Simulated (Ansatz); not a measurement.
**CH₅FSeSi: small, medium and large basis sets**

An exercise on one series of results from a longer session: the logs are not shown, and one member is left open.

The runs use Ansatz 0.2.0, Gaussian basis; one geometry, several basis sets.

Plan: PBE0-D4/def2-SVP; ωB97M-V/def2-SVP; PBE0-D4/def2-QZVPP; ωB97M-V/def2-QZVPP; the functionals' def2-TZVPP values are taken from earlier runs.

### Structure used throughout

An earlier PBE0-D4 in a triple-zeta def2 set relaxation fixed the geometry.

SMILES `C[SiH](F)[SeH]`, 9 atoms, charge 0, spin multiplicity 1.

Atoms are counted from 1 here; the program's logs count them from 0.

Bond lengths: C1–Si2 1.852 Å, C1–H5 1.092 Å, C1–H6 1.092 Å, C1–H7 1.093 Å, Si2–F3 1.602 Å, Si2–Se4 2.267 Å, Si2–H8 1.482 Å, Se4–H9 1.469 Å. Angles: Si2–C1–H5 110.4°, Si2–C1–H6 110.8°, Si2–C1–H7 110.2°, H5–C1–H6 108.4°, H5–C1–H7 108.8°, H6–C1–H7 108.3°, C1–Si2–F3 107.7°, C1–Si2–Se4 112.6°, C1–Si2–H8 113.7°, F3–Si2–Se4 110.8°, F3–Si2–H8 107.2°, Se4–Si2–H8 104.7°, Si2–Se4–H9 92.9°.

As a file:

```mol
CH5FSeSi
  3D, bonds by distance, orders not assigned

  9  8  0  0  0  0  0  0  0  0999 V2000
    0.0220    0.6045   -1.0031 C   0  0
    0.4113   -0.6766    0.2760 Si  0  0
    1.8170   -0.2897    0.9393 F   0  0
   -1.2055   -0.8513    1.8561 Se  0  0
   -0.9033    0.3521   -1.5248 H   0  0
   -0.0990    1.5879   -0.5432 H   0  0
    0.8323    0.6658   -1.7342 H   0  0
    0.5478   -2.0450   -0.2753 H   0  0
   -1.3341    0.6061    1.9922 H   0  0
  1  2  8  0
  2  3  8  0
  2  4  8  0
  1  5  8  0
  1  6  8  0
  1  7  8  0
  2  8  8  0
  4  9  8  0
M  END
```

Set-up of the first run:

The input, in.yaml:

```yaml
crystal:
  periodic: [false, false, false]
  atoms:
    - {symbol: C, position_ang: [0.022030, 0.604538, -1.003141]}
    - {symbol: Si, position_ang: [0.411300, -0.676643, 0.275969]}
    - {symbol: F, position_ang: [1.817020, -0.289748, 0.939320]}
    - {symbol: Se, position_ang: [-1.205530, -0.851333, 1.856059]}
    - {symbol: H, position_ang: [-0.903314, 0.352058, -1.524766]}
    - {symbol: H, position_ang: [-0.098985, 1.587936, -0.543223]}
    - {symbol: H, position_ang: [0.832299, 0.665769, -1.734165]}
    - {symbol: H, position_ang: [0.547806, -2.045014, -0.275270]}
    - {symbol: H, position_ang: [-1.334127, 0.606136, 1.992217]}
basis:
  gaussian: {orbitals: def2-SVP}
hamiltonian: {xc: pbe0, dispersion: d4}
output: {orbitals: {seedname: orbitals}}
```

Launch:

```sh
$ ansatz run in.yaml --threads 4 --pin off --events-out ev --progress --plain --max-ram 10444MiB
```

Steps of the session up to this table: PBE0-D4 in def2-SVP; ωB97M-V in def2-SVP; PBE0-D4 in def2-QZVPP; ωB97M-V in def2-QZVPP.

One of the session's tables, all rows but one given; the rest of the session is left out.

It belongs to the step «Functionals by basis». 

| functional | basis | HOMO (eV) | LUMO (eV) |
| --- | --- | --- | --- |
| PBE0-D4 | def2-SVP | ? | ? |
| PBE0-D4 | def2-TZVPP | -7.31 | 0.03 |
| PBE0-D4 | def2-QZVPP | -7.33 | -0.14 |
| ωB97M-V | def2-SVP | -9.35 | 2.31 |
| ωB97M-V | def2-TZVPP | -9.48 | 1.86 |
| ωB97M-V | def2-QZVPP | -9.51 | 1.43 |

Q: Estimate the row for PBE0-D4, def2-SVP from the others.

As computed: HOMO (eV): -7.19; LUMO (eV): 0.31. In the column «HOMO (eV)» it is the highest.
